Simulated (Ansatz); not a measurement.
**CHBF₂ (SMILES FB=CF): one structure at several levels**

An exercise on one series of results from a longer session: the logs are not shown, and one member is left open.

Method: single points in def2-TZVPP; program: Ansatz 0.2.0, Gaussian basis.

Cores are frozen in the correlated methods. B3LYP uses VWN-RPA correlation.

## The system as given

SMILES `FB=CF`, 5 atoms, charge 0, spin multiplicity 1.

Atoms are counted from 1 here; the program's logs count them from 0.

Bond lengths: F1–B2 1.465 Å, B2–C3 1.271 Å, C3–F4 1.383 Å, C3–H5 1.066 Å. Angles: F1–B2–C3 172.0°, B2–C3–F4 126.5°, B2–C3–H5 123.9°, F4–C3–H5 109.2°.

Coordinates:

```mol
CHBF2
  3D, bonds by distance, orders not assigned

  5  4  0  0  0  0  0  0  0  0999 V2000
   -0.3871   -1.0154    1.9537 F   0  0
   -0.2020   -0.2934    0.6922 B   0  0
    0.1306    0.3389   -0.3591 C   0  0
   -0.7024    0.6871   -1.4074 F   0  0
    1.1384    0.5647   -0.6228 H   0  0
  1  2  8  0
  2  3  8  0
  3  4  8  0
  3  5  8  0
M  END
```

Set-up of the first run:

Input file run/in.yaml:

```yaml
crystal:
  periodic: [false, false, false]
  atoms:
    - {symbol: F, position_ang: [-0.387100, -1.015400, 1.953700]}
    - {symbol: B, position_ang: [-0.202000, -0.293400, 0.692200]}
    - {symbol: C, position_ang: [0.130600, 0.338900, -0.359100]}
    - {symbol: F, position_ang: [-0.702400, 0.687100, -1.407400]}
    - {symbol: H, position_ang: [1.138400, 0.564700, -0.622800]}
basis:
  gaussian: {orbitals: def2-TZVPP}
correlation: {method: ccsd_t}
output: {forces: true}
```

The command line of these runs was not kept.

Among the steps run: CCSD(T)/def2-TZVPP; PBE0-D4/def2-TZVPP; wB97M-V/def2-TZVPP; r2SCAN-D4/def2-TZVPP; PBE-D4/def2-TZVPP; B3LYP-D4/def2-TZVPP; r2SCANh-D4/def2-TZVPP.

One of the session's tables, all rows but one given; the rest of the session is left out.

| method | RMS force component (eV/Å) | angle to CCSD(T) forces (°) | dipole (D) |
| --- | --- | --- | --- |
| CCSD(T) | 4.484 | reference | 1.05 |
| PBE0-D4 | 4.367 | 2.4 | 1.02 |
| wB97M-V | 4.245 | 1.4 | 1.04 |
| r2SCAN-D4 | ? | ? | ? |
| PBE-D4 | 4.232 | 2.2 | 0.97 |
| B3LYP-D4 | 4.210 | 1.7 | 1.04 |
| r2SCANh-D4 | 4.342 | 1.9 | 1.01 |

Q: Estimate the row for r2SCAN-D4 from the others.

**Answer.** RMS force component (eV/Å): 4.302; angle to CCSD(T) forces (°): 1.5; dipole (D): 1.00. In the column «RMS force component (eV/Å)» it lies between wB97M-V (4.245) and r2SCANh-D4 (4.342).
